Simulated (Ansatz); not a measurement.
**BBrH₅N (built from SMILES BBr.N): search for a transition state**

Aim: find the saddle point of a four-centre ligand exchange that is to form B1–N6, Br2–H5 and break B1–Br2, H5–N6, prove it by its vibrations, and relax downhill on both sides to see what it joins.

Computed with Ansatz 0.2.0, Gaussian basis. Level: PBE0-D4, def2-SVP first, then def2-TZVP.

152 further runs of the same task are left out: 152 set aside as unsound or not needed.

## 1. Starting geometry

The guess: 8 atoms, charge 0, spin multiplicity 1.

Atoms are counted from 1 here; the program's logs count them from 0.

Bond lengths: B1–H3 1.166 Å, B1–H4 1.166 Å, B1–N6 1.482 Å, Br2–H5 1.680 Å, N6–H7 1.011 Å, N6–H8 1.011 Å. Angles: H3–B1–H4 122.8°, H3–B1–N6 117.9°, H4–B1–N6 118.0°, B1–N6–H7 118.8°, B1–N6–H8 118.9°, H7–N6–H8 110.9°.

Coordinates:

```mol
BBrH5N
  3D, bonds by distance, orders not assigned

  8  6  0  0  0  0  0  0  0  0999 V2000
   -0.6297   -0.5555    0.0858 B   0  0
   -0.2467    0.9589   -2.0726 Br  0  0
   -1.6705   -0.1413    0.4095 H   0  0
   -0.4923   -1.6031   -0.4075 H   0  0
    0.5315    0.7629   -0.5969 H   0  0
    0.5803    0.1437    0.5804 N   0  0
    1.4428   -0.3764    0.6675 H   0  0
    0.4846    0.8107    1.3339 H   0  0
  1  3  8  0
  1  4  8  0
  1  6  8  0
  2  5  8  0
  6  7  8  0
  6  8  8  0
M  END
```

Distances that are to change: B1–N6 1.48 Å, Br2–H5 1.68 Å, B1–Br2 2.66 Å, H5–N6 1.33 Å.

## 2. Constrained relaxation of the guess

hold/in.yaml reads:

```yaml
crystal:
  periodic: [false, false, false]
  atoms:
    - {symbol: B, position_ang: [-0.629700, -0.555500, 0.085800]}
    - {symbol: Br, position_ang: [-0.246700, 0.958900, -2.072600]}
    - {symbol: H, position_ang: [-1.670500, -0.141300, 0.409500]}
    - {symbol: H, position_ang: [-0.492300, -1.603100, -0.407500]}
    - {symbol: H, position_ang: [0.531500, 0.762900, -0.596900]}
    - {symbol: N, position_ang: [0.580300, 0.143700, 0.580400]}
    - {symbol: H, position_ang: [1.442800, -0.376400, 0.667500]}
    - {symbol: H, position_ang: [0.484600, 0.810700, 1.333900]}
basis:
  gaussian: {orbitals: def2-SVP}
hamiltonian: {xc: pbe0, dispersion: d4}
relax: {f_tol: 0.04, max_steps: 150, escape_saddle: false, constraints: [{distance: [0, 5]}, {distance: [1, 4]}, {distance: [0, 1]}, {distance: [4, 5]}]}
```

Run with:

```
$ ansatz run in.yaml --threads 4 --pin off --events-out ev --progress --plain --max-ram 9574MiB
```

Further steps of the session: A starting Hessian; Saddle search in the small basis; Saddle search in triple zeta; Checking the order of the point; Relaxing after a step of 0.30 Å one way along the mode; Relaxing after a step of 0.30 Å the other way along the mode.

**Question.** What will these runs give? Wanted: imaginary mode; barrier from the start side; barrier from the end side; energy of the step; pairs that change; zero-point energy at the saddle.

The runs gave:

| quantity | value |
| --- | --- |
| imaginary mode | 1008i cm⁻¹ |
| barrier from the start side | 29.7 kcal/mol |
| barrier from the end side | 12.4 kcal/mol |
| energy of the step | +17.3 kcal/mol |
| pairs that change | B1–N6 tightened, Br2–H5 formed, B1–Br2 broken, H5–N6 broken |
| zero-point energy at the saddle | 1.505 eV |

What this shows: One imaginary mode, 1008i cm⁻¹, makes this a first-order saddle. The two relaxations end on the structures that were planned. At PBE0-D4/def2-TZVP the electronic barrier is 29.7 kcal/mol, about 50 kT at 298 K, and the step runs 17.3 kcal/mol uphill. The barrier is thin enough for tunnelling; the leading (Wigner) term alone is a factor of 2.0 at 298 K. A step off the saddle overshot and began above it in energy, so the link to its end is likely but not proven. The ends are the nearest minima, not always the lowest complexes.
